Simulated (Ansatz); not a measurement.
# BH₃OS₂: up Jacob's ladder to CCSD(T)

One table from this session's results is given with a row withheld; the runs are named, their logs left out.

The runs use Ansatz 0.2.0, Gaussian basis; functionals in def2-TZVPP, the program's frozen cores in correlated methods.

The runs, in order: LDA (SPW92), PBE-D4, revPBE-D4, BLYP-D4, r2SCAN-D4, B97M-V, PBE0-D4, B3LYP-D4, r2SCANh-D4, r2SCAN0-D4, HSE06-D4, BHLYP-D4, CAM-B3LYP-D4, LC-ωPBE, ωB97X-V, ωB97M-V, B2PLYP, PBE-QIDH; CCSD(T)/def2-SVP; CCSD(T)/def2-TZVPP; CCSD(T)/def2-QZVPP; extrapolation to the limit; RPA on PBE.

## The relaxed structure

All runs share one geometry, relaxed beforehand with PBE0-D4 in a triple-zeta def2 set.

SMILES `OB(S)S`, 7 atoms, charge 0, spin multiplicity 1.

Atoms are counted from 1 here; the program's logs count them from 0.

Bond lengths: O1–B2 1.356 Å, O1–H5 0.959 Å, B2–S3 1.814 Å, B2–S4 1.821 Å, S3–H6 1.342 Å, S4–H7 1.344 Å. Angles: B2–O1–H5 115.1°, O1–B2–S3 115.7°, O1–B2–S4 125.4°, S3–B2–S4 118.9°, B2–S3–H6 96.4°, B2–S4–H7 97.8°.

The first run:

The input, in.yaml:

```yaml
crystal:
  periodic: [false, false, false]
  atoms:
    - {symbol: O, position_ang: [-1.258049, 0.682560, 0.409772]}
    - {symbol: B, position_ang: [-0.068186, 0.046217, 0.279308]}
    - {symbol: S, position_ang: [0.797376, -0.326933, 1.829121]}
    - {symbol: S, position_ang: [0.697586, -0.445168, -1.298028]}
    - {symbol: H, position_ang: [-1.708446, 0.874518, -0.414641]}
    - {symbol: H, position_ang: [1.861596, -0.919329, 1.266451]}
    - {symbol: H, position_ang: [-0.260676, 0.020136, -2.117684]}
basis:
  gaussian: {orbitals: def2-TZVPP}
hamiltonian: {xc: lda}
output: {orbitals: {seedname: orbitals}}
```

Run with:

```bash
> ansatz run in.yaml --threads 2 --pin off --events-out ev --progress --plain --max-ram 32768MiB --backend cpu
```

Among the steps run: LDA; PBE-D4 (GGA); revPBE-D4 (GGA); BLYP-D4 (GGA); r2SCAN-D4 (meta-GGA); B97M-V (meta-GGA); PBE0-D4 (hybrid); B3LYP-D4 (hybrid); r2SCANh-D4 (hybrid); r2SCAN0-D4 (hybrid); HSE06-D4 (hybrid); BHLYP-D4 (hybrid); CAM-B3LYP-D4 (range-separated); LC-ωPBE (range-separated); ωB97X-V (range-separated); ωB97M-V (range-separated); B2PLYP (double hybrid); PBE-QIDH (double hybrid).

One table of the session follows, with a row left open; its other results are not shown here.

It belongs to the step «Orbital energies across the functionals». 

```
  functional  HOMO (eV)  gap (eV)
 LDA (SPW92)      -6.35      5.02
      PBE-D4      -6.22      5.10
   revPBE-D4          ?         ?
     BLYP-D4      -6.05      4.97
   r2SCAN-D4      -6.51      5.82
      B97M-V      -6.58      5.66
     PBE0-D4      -7.43      7.21
    B3LYP-D4      -7.18      6.64
  r2SCANh-D4      -6.95      6.57
  r2SCAN0-D4      -7.62      7.68
    HSE06-D4      -7.03      6.43
    BHLYP-D4      -8.48      9.04
CAM-B3LYP-D4      -8.73      9.40
     LC-ωPBE     -10.14     12.12
     ωB97X-V      -9.76     11.55
     ωB97M-V      -9.57     11.04
```

Q: Estimate the row for revPBE-D4 from the others.

As computed: HOMO (eV): -6.18; gap (eV): 5.16. In the column «HOMO (eV)» it lies between PBE-D4 (-6.22) and BLYP-D4 (-6.05).
